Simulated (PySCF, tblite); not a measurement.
# C3H7F3N+: dynamics, then NMR shifts on frames, part 2 of 2

tblite 0.8.0 and PySCF 2.14.0. Atoms count from 0. Earlier steps stand in the parts before.

### Step 5. NMR shieldings: 625 fs, PBE0/pcSseg-1

Job settings and geometry (Å):

```
{"job": {"kind": "nmr", "xc": "PBE0", "basis": "pcSseg-1", "pop": false}, "charge": 1, "multiplicity": 1}
C      2.131000    -0.667500    -1.055100
N      1.081200    -0.790100     0.064100
C     -0.326600    -0.549100    -0.490500
C     -1.537300    -0.426300     0.513500
F     -2.288100     0.581500     0.150200
F     -2.296500    -1.508700     0.537800
F     -0.965700    -0.351100     1.726400
H      3.130900    -0.893300    -0.555000
H      1.974000     0.284800    -1.626600
H      1.947400    -1.528700    -1.726100
H      1.303500     0.059100     0.664000
H      1.253400    -1.727700     0.468100
H     -0.328100     0.376800    -1.008600
H     -0.467900    -1.349000    -1.227200
```

With the program's defaults for keys left out, this is: GIAO PBE0/pcSseg-1 NMR shielding, non-relativistic, gas phase.

The program printed:

```text
coarse grid: 11920 points
cycle   1  E = -471.8040908947  dE =  1.147e+00  |g| = 9.015e-01  |ddm| = 3.027e+00
cycle   2  E = -471.6754540339  dE =  1.286e-01  |g| = 1.333e+00  |ddm| = 1.130e+00
cycle   3  E = -471.9491067418  dE = -2.737e-01  |g| = 4.846e-02  |ddm| = 6.208e-01
cycle   4  E = -471.9493998878  dE = -2.931e-04  |g| = 2.765e-02  |ddm| = 5.003e-02
cycle   5  E = -471.9495292629  dE = -1.294e-04  |g| = 7.893e-03  |ddm| = 1.942e-02
cycle   6  E = -471.9495401152  dE = -1.085e-05  |g| = 1.949e-03  |ddm| = 4.556e-03
cycle   7  E = -471.9495408311  dE = -7.159e-07  |g| = 4.581e-04  |ddm| = 1.555e-03
final grid: 117032 points
cycle   8  E = -472.0073435766  dE = -5.399e-05  |g| = 7.283e-03  |ddm| = 2.250e-02
cycle   9  E = -472.0073399944  dE =  3.582e-06  |g| = 8.801e-03  |ddm| = 1.005e-02
cycle  10  E = -472.0073554962  dE = -1.550e-05  |g| = 9.061e-04  |ddm| = 5.255e-03
cycle  11  E = -472.0073556166  dE = -1.204e-07  |g| = 2.187e-04  |ddm| = 5.907e-04
cycle  12  E = -472.0073556245  dE = -7.863e-09  |g| = 5.714e-05  |ddm| = 1.401e-04
cycle  13  E = -472.0073556251  dE = -6.769e-10  |g| = 1.141e-05  |ddm| = 4.790e-05
converged SCF energy = -472.0073556251

GIAO shielding tensors (ppm)
atom      isotropic    diamagn.    paramagn.     s11        s22        s33       span
  0 C      135.220     245.736    -110.516    109.016    115.009    181.635     72.619
  1 N      197.439     322.296    -124.857    179.188    198.136    214.993     35.804
  2 C      119.058     254.626    -135.568     82.999    121.161    153.014     70.015
  3 C       59.399     239.961    -180.562     45.820     57.706     74.672     28.852
  4 F      241.100     470.773    -229.674    188.732    220.779    313.789    125.057
  5 F      240.918     468.628    -227.710    177.894    218.375    326.487    148.593
  6 F      249.840     475.494    -225.655    172.553    250.182    326.783    154.230
  7 H       26.257      23.967       2.291     21.975     23.644     33.153     11.177
  8 H       26.981      26.349       0.631     23.062     25.146     32.734      9.673
  9 H       27.550      26.458       1.092     23.745     25.697     33.208      9.463
 10 H       24.949      31.462      -6.512     17.705     24.181     32.962     15.257
 11 H       26.037      29.943      -3.906     18.681     24.518     34.913     16.232
 12 H       28.500      33.827      -5.327     23.494     30.005     32.002      8.508
 13 H       27.480      30.406      -2.926     23.142     28.351     30.947      7.806
```

Run time: 20 s. Hardware: 1 thread of Intel Xeon Platinum 8175M at 2.50GHz, shared host; peak memory 0.77 GiB.

This run: δ C3 127.5, C2 67.9, C0 51.7, N1 70.3, H10 6.77, H11 5.68 ppm.

### Step 6. Shielding tensors: 800 fs, PBE0/pcSseg-1

Job settings and geometry (Å):

```
{"job": {"kind": "nmr", "xc": "PBE0", "basis": "pcSseg-1", "pop": false}, "charge": 1, "multiplicity": 1}
C      1.904000    -1.163900    -1.031200
N      0.922400    -1.218300     0.081000
C     -0.157400    -0.322900    -0.204900
C     -1.284000    -0.281000     0.830100
F     -2.065700     0.717000     0.487400
F     -1.967300    -1.413600     0.585600
F     -0.829300    -0.069800     2.099900
H      2.814900    -1.697000    -0.643000
H      2.248500    -0.188600    -1.292500
H      1.588900    -1.770800    -1.912400
H      1.463600    -0.948900     0.896900
H      0.710900    -2.170500     0.366500
H      0.318000     0.687000    -0.155600
H     -0.675200    -0.689600    -1.184700
```

Method: GIAO PBE0/pcSseg-1 NMR shielding, non-relativistic, gas phase.

The program printed:

```text
coarse grid: 11920 points
cycle   1  E = -471.8024410361  dE =  1.318e+00  |g| = 8.998e-01  |ddm| = 3.053e+00
cycle   2  E = -471.6628904563  dE =  1.396e-01  |g| = 1.361e+00  |ddm| = 1.196e+00
cycle   3  E = -471.9477176132  dE = -2.848e-01  |g| = 5.348e-02  |ddm| = 6.605e-01
cycle   4  E = -471.9480793814  dE = -3.618e-04  |g| = 3.156e-02  |ddm| = 5.875e-02
cycle   5  E = -471.9482510003  dE = -1.716e-04  |g| = 7.620e-03  |ddm| = 2.129e-02
cycle   6  E = -471.9482603462  dE = -9.346e-06  |g| = 1.997e-03  |ddm| = 4.328e-03
final grid: 117032 points
cycle   7  E = -472.0048286545  dE = -5.006e-05  |g| = 8.227e-03  |ddm| = 2.299e-02
cycle   8  E = -472.0048208943  dE =  7.760e-06  |g| = 1.104e-02  |ddm| = 1.090e-02
cycle   9  E = -472.0048421834  dE = -2.129e-05  |g| = 9.900e-04  |ddm| = 5.923e-03
cycle  10  E = -472.0048423477  dE = -1.643e-07  |g| = 2.615e-04  |ddm| = 7.152e-04
cycle  11  E = -472.0048423591  dE = -1.138e-08  |g| = 8.385e-05  |ddm| = 1.879e-04
cycle  12  E = -472.0048423602  dE = -1.105e-09  |g| = 2.182e-05  |ddm| = 6.170e-05
cycle  13  E = -472.0048423603  dE = -6.696e-11  |g| = 5.942e-06  |ddm| = 1.358e-05
converged SCF energy = -472.0048423603

GIAO shielding tensors (ppm)
atom      isotropic    diamagn.    paramagn.     s11        s22        s33       span
  0 C      146.564     241.015     -94.450    121.700    127.167    190.825     69.125
  1 N      215.868     320.913    -105.045    205.776    212.996    228.831     23.054
  2 C      124.819     253.804    -128.985    105.461    124.331    144.665     39.204
  3 C       56.276     244.347    -188.070     43.430     58.031     67.369     23.939
  4 F      249.588     471.148    -221.560    180.673    256.276    311.816    131.143
  5 F      240.100     472.443    -232.343    141.904    237.022    341.374    199.470
  6 F      256.299     473.280    -216.981    163.342    255.351    350.203    186.861
  7 H       27.408      23.405       4.003     22.602     24.702     34.919     12.317
  8 H       28.473      27.265       1.207     24.367     26.229     34.822     10.455
  9 H       27.315      24.668       2.647     23.153     24.747     34.045     10.892
 10 H       27.075      32.268      -5.194     19.194     25.344     36.685     17.491
 11 H       27.271      29.361      -2.090     20.087     24.841     36.886     16.798
 12 H       27.283      32.165      -4.882     22.478     28.497     30.874      8.396
 13 H       25.838      29.289      -3.451     21.401     26.837     29.276      7.875
```

Wall time 24 s (1 thread of Intel Xeon Platinum 8175M at 2.50GHz, shared host); peak memory 0.77 GiB.

This run: δ C3 130.6, C2 62.1, C0 40.4, N1 51.9, H13 5.88, H10 4.64 ppm.

### Step 7. NMR shieldings: 1000 fs, PBE0/pcSseg-1

Job settings and geometry (Å):

```
{"job": {"kind": "nmr", "xc": "PBE0", "basis": "pcSseg-1", "pop": false}, "charge": 1, "multiplicity": 1}
C      2.369300    -1.070700    -0.092300
N      0.850700    -1.211100    -0.377100
C      0.114600    -0.207800     0.320700
C     -1.414800    -0.364100     0.653500
F     -2.028800     0.746200     0.311000
F     -1.882900    -1.502400     0.129200
F     -1.647600    -0.465800     1.963100
H      2.787800    -2.063300    -0.000400
H      2.401700    -0.571700     0.855900
H      2.877100    -0.460000    -0.723400
H      0.533000    -2.180600    -0.178800
H      0.822600    -1.033100    -1.375000
H      0.558300     0.278400     1.183100
H      0.109600     0.713000    -0.364000
```

With the program's defaults for keys left out, this is: GIAO PBE0/pcSseg-1 NMR shielding, non-relativistic, gas phase.

The program printed:

```text
coarse grid: 11920 points
cycle   1  E = -471.7848111181  dE =  1.354e+00  |g| = 9.169e-01  |ddm| = 3.067e+00
cycle   2  E = -471.6446789863  dE =  1.401e-01  |g| = 1.371e+00  |ddm| = 1.204e+00
cycle   3  E = -471.9355524677  dE = -2.909e-01  |g| = 5.418e-02  |ddm| = 6.613e-01
cycle   4  E = -471.9359115371  dE = -3.591e-04  |g| = 3.299e-02  |ddm| = 5.539e-02
cycle   5  E = -471.9360982161  dE = -1.867e-04  |g| = 7.499e-03  |ddm| = 2.100e-02
cycle   6  E = -471.9361071899  dE = -8.974e-06  |g| = 2.010e-03  |ddm| = 4.501e-03
final grid: 117032 points
cycle   7  E = -471.9922148789  dE = -4.997e-05  |g| = 7.257e-03  |ddm| = 2.289e-02
cycle   8  E = -471.9922119825  dE =  2.896e-06  |g| = 8.688e-03  |ddm| = 9.262e-03
cycle   9  E = -471.9922259834  dE = -1.400e-05  |g| = 1.046e-03  |ddm| = 4.913e-03
cycle  10  E = -471.9922261484  dE = -1.650e-07  |g| = 2.007e-04  |ddm| = 6.597e-04
cycle  11  E = -471.9922261550  dE = -6.611e-09  |g| = 6.297e-05  |ddm| = 1.434e-04
cycle  12  E = -471.9922261557  dE = -6.590e-10  |g| = 1.601e-05  |ddm| = 5.052e-05
converged SCF energy = -471.9922261557

GIAO shielding tensors (ppm)
atom      isotropic    diamagn.    paramagn.     s11        s22        s33       span
  0 C      137.516     245.789    -108.273     89.622    122.143    200.781    111.159
  1 N      221.739     320.289     -98.549    209.310    220.397    235.511     26.200
  2 C      130.774     257.645    -126.871     96.003    123.506    172.813     76.809
  3 C       57.708     239.051    -181.343     45.378     56.180     71.567     26.189
  4 F      226.514     472.309    -245.794    168.696    200.055    310.793    142.097
  5 F      257.982     472.211    -214.229    173.739    268.264    331.943    158.204
  6 F      227.903     470.281    -242.378    154.390    201.145    328.175    173.785
  7 H       27.551      25.065       2.487     23.153     24.676     34.826     11.673
  8 H       28.954      28.253       0.701     24.350     28.362     34.150      9.800
  9 H       29.038      29.090      -0.052     25.484     26.195     35.434      9.951
 10 H       26.250      28.837      -2.587     18.179     24.888     35.684     17.505
 11 H       26.505      31.507      -5.003     18.991     23.768     36.755     17.764
 12 H       27.801      32.154      -4.353     23.205     29.300     30.898      7.693
 13 H       26.474      32.544      -6.070     21.553     26.823     31.046      9.492
```

It took 21 s on 1 thread of Intel Xeon Platinum 8175M at 2.50GHz, shared host; peak memory 0.77 GiB.

Key values: δ C3 129.2, C2 56.2, C0 49.4, N1 46.0, H10 5.47, H13 5.24 ppm.

### Step 8. Run by run: NMR shifts

Shifts (ppm) of some atoms, chosen among heavy atoms and hydrogens apart, with basis size and wall time:

| frame | C2 | H9 | H13 | N1 | F6 | F4 | F5 | functions | time |
| --- | --- | --- | --- | --- | --- | --- | --- | --- | --- |
| 250 fs | 54.3 | 5.25 | 2.71 | 59.6 | -68.5 | -70.5 | -99.2 | 154 | 30 s |
| 425 fs | 62.3 | 4.62 | 4.09 | 62.9 | -74.1 | -44.9 | -70.2 | 154 | 22 s |
| 625 fs | 67.9 | 4.17 | 4.24 | 70.3 | -78.9 | -70.2 | -70.0 | 154 | 20 s |
| 800 fs | 62.1 | 4.40 | 5.88 | 51.9 | -85.4 | -78.6 | -69.2 | 154 | 24 s |
| 1000 fs | 56.2 | 2.68 | 5.24 | 46.0 | -57.0 | -55.6 | -87.0 | 154 | 21 s |

### Step 9. Outcome

What follows sums up all 2 parts.

| quantity | value |
| --- | --- |
| thermostat | 400 K |
| mean temperature, second half | 418 K |
| mean potential energy above the minimum | 0.73 eV |
| 13C shifts against TMS (PBE0/pcSseg-1, 250 fs) | 130.2, 54.3, 51.7 ppm |
| 1H shifts against TMS (PBE0/pcSseg-1, 250 fs) | 5.98, 5.25, 4.63, 4.60, 4.29, 3.18, 2.71 ppm |
| 15N shifts against NH3 (PBE0/pcSseg-1, 250 fs) | 59.6 ppm |
| 19F shifts against CFCl3 (PBE0/pcSseg-1, 250 fs) | -68.5, -70.5, -99.2 ppm |
| range of the shift of F4 | -78.6 to -44.9 ppm |

What this shows: In the second half the potential energy averages 0.73 eV above the minimum; equipartition over 36 harmonic modes at 400 K would give 0.62 eV. With 14 atoms the temperature swings widely (150 to 636 K). Shifts at one fixed geometry are not the observed spectrum, which averages over the motion. In the first frame run (250 fs): Shielding is most anisotropic at F6 (span 214 ppm, paramagnetic term -237 ppm). By nearest atom (PBE0/pcSseg-1), the HOMO sits on F4 26 %; C2 18 % and the LUMO on H11 26 %; H10 20 %. Across the 5 runs the shift of F4 moves most, between -78.6 (800 fs) and -44.9 ppm (425 fs).
